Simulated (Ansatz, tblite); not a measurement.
## A script for FeBrF (GFN1-xTB)

These are simulated results from tblite 0.8.0, not measurements. The cell was built from a prototype and was relaxed with r2SCAN in plane waves (Ansatz 0.2.0). It may be hypothetical. It is a single sheet, repeated along a and b, with vacuum along c. All runs are without spin polarisation, and a magnetic state may lie lower.

In-plane lattice: a = 3.279 Å, b = 3.279 Å, γ = 120.0°; thickness between the outer nuclei 2.59 Å. Around Fe lie 3 F at 2.26 Å and 3 Br at 2.33 Å; around F lie 3 Fe at 2.26 Å; around Br lie 3 Fe at 2.33 Å.

tblite solves periodic systems at the zone centre alone, so the script builds a cluster of 3×3×1 conventional cells (27 atoms), which folds in a coarse mesh of k points.

Input script:

```python
import json
from ase import Atoms
from ase.build import make_supercell
from ase.units import Bohr, GPa, Hartree
from tblite.interface import Calculator

atoms = Atoms(['Fe', 'F', 'Br'],
              cell=[[3.278553, -0.0, -0.0], [-1.639277, 2.83931, -0.0], [-0.0, -0.0, 29.259517]],
              scaled_positions=[[0.333333, 0.666667, 0.308807], [0.666667, 0.333333, 0.351309], [0.666667, 0.333333, 0.26266]],
              pbc=True)
cluster = make_supercell(atoms, [[3, 0, 0], [0, 3, 0], [0, 0, 1]])
calc = Calculator('GFN1-xTB', cluster.numbers, cluster.positions / Bohr, lattice=cluster.cell[:] / Bohr, periodic=cluster.pbc)
calc.set('temperature', 0.02 / Hartree)
calc.set('max-iter', 150)
res = calc.singlepoint()
levels = res.get('orbital-energies') * Hartree
nv = round(res.get('orbital-occupations').sum() / 2)
cells = len(cluster) // len(atoms)
out = {'energy_per_cell': res.get('energy') * Hartree / cells, 'homo': levels[nv - 1], 'lumo': levels[nv],
       'stress': (-res.get('virial') * Hartree / cluster.get_volume() / GPa).tolist(), 'charges': res.get('charges')[:len(atoms)].tolist(), 'electrons': 2 * nv / cells}
json.dump(out, open('results.json', 'w'))
for key, value in out.items():
    print(key, value)
```

Command: `python run.py`. It took 1.1 s on 1 thread of Arm Neoverse V1, with other jobs on the host, peak memory 0.098 GiB.

What it printed:

```
------------------------------------------------------------
  cycle        total energy    energy error   density error
------------------------------------------------------------
      1     -105.5829891209  -1.0563717E+02   8.1220372E-01
      2     -45.55120901592   6.0031780E+01   1.7387465E+00
      3     -107.5760480161  -6.2024839E+01   4.6448120E-01
      4     -15.63353144081   9.1942517E+01   1.6399236E+00
      5     -86.64915376244  -7.1015622E+01   9.1034771E-01
      6     -108.2182560219  -2.1569102E+01   4.5538896E-02
      7     -108.0953144756   1.2294155E-01   1.0649013E-01
      8     -108.1314696596  -3.6155184E-02   8.4337206E-02
      9     -108.1142732053   1.7196454E-02   8.8083597E-02
     10     -108.0943819412   1.9891264E-02   9.7946760E-02
     11     -108.0887783068   5.6036344E-03   9.8263731E-02
     12     -108.1189653152  -3.0187008E-02   9.1161536E-02
     13     -108.1232508454  -4.2855302E-03   9.0141217E-02
     14     -108.1937364267  -7.0485581E-02   6.7663987E-02
     15     -108.2205924720  -2.6856045E-02   5.6670016E-02
     16     -108.2423697824  -2.1777310E-02   4.6694127E-02
     17     -108.2642516799  -2.1881897E-02   3.3596626E-02
     18     -108.2687888309  -4.5371510E-03   3.0215774E-02
     19     -108.2760261096  -7.2372787E-03   2.4285205E-02
     20     -108.2807948580  -4.7687484E-03   1.9312319E-02
     21     -108.2868191491  -6.0242911E-03   1.0791963E-02
     22     -108.2895427687  -2.7236196E-03   1.3542637E-03
     23     -108.2895534491  -1.0680408E-05   1.2450230E-03
     24     -108.2895820261  -2.8577057E-05   8.9703859E-04
     25     -108.2895958968  -1.3870695E-05   2.7252746E-04
     26     -108.2895962336  -3.3681590E-07   2.0930074E-04
     27     -108.2895966122  -3.7858580E-07   1.7174035E-04
     28     -108.2895969923  -3.8012737E-07   9.0987763E-05
     29     -108.2895971258  -1.3344305E-07   4.0394478E-05
     30     -108.2895971596  -3.3804980E-08   4.9189923E-06
------------------------------------------------------------

 total:                                   0.439 sec
energy_per_cell -327.41222563697517
homo -12.964383314762582
lumo -12.609636218094193
stress [[0.9605950063997044, 1.238730110422991e-05, 2.3884073347408957e-05], [1.2387301104213288e-05, 0.9606087141100448, -1.3627844328843795e-05], [2.3884073347323465e-05, -1.3627844328899001e-05, 0.6184014126415875]]
charges [0.10404424915506671, -0.19306273199116863, 0.08901226089640166]
electrons 22.0
```

The cycle table is in hartree for the whole cluster, and the lines after it are in eV (the energy for one cell). The printed stress is in GPa and positive in compression, and the pressure is its mean diagonal, here averaged over the vacuum too.

GFN1-xTB gives a gap of 0.35 eV. On the same cell, plane-wave PBE (Ansatz, 12×12×1 k points and the special points) gives a gap of 0.22 eV and r2SCAN a gap of 0.84 eV; on shared hosts these took about 15 and 38 core-seconds on the 3-atom cell, against 1.1 for the script. Semilocal gaps usually lie below measured ones. xTB was fitted to molecules, so gaps, charges and pressures of solids can be far off, and the gap also depends on the size of the cluster.

xTB was fitted mostly to molecules, and a small cluster samples few k points, so gaps, pressures and kinks along a curve can be far from a solid's.

Spin-orbit coupling is left out.
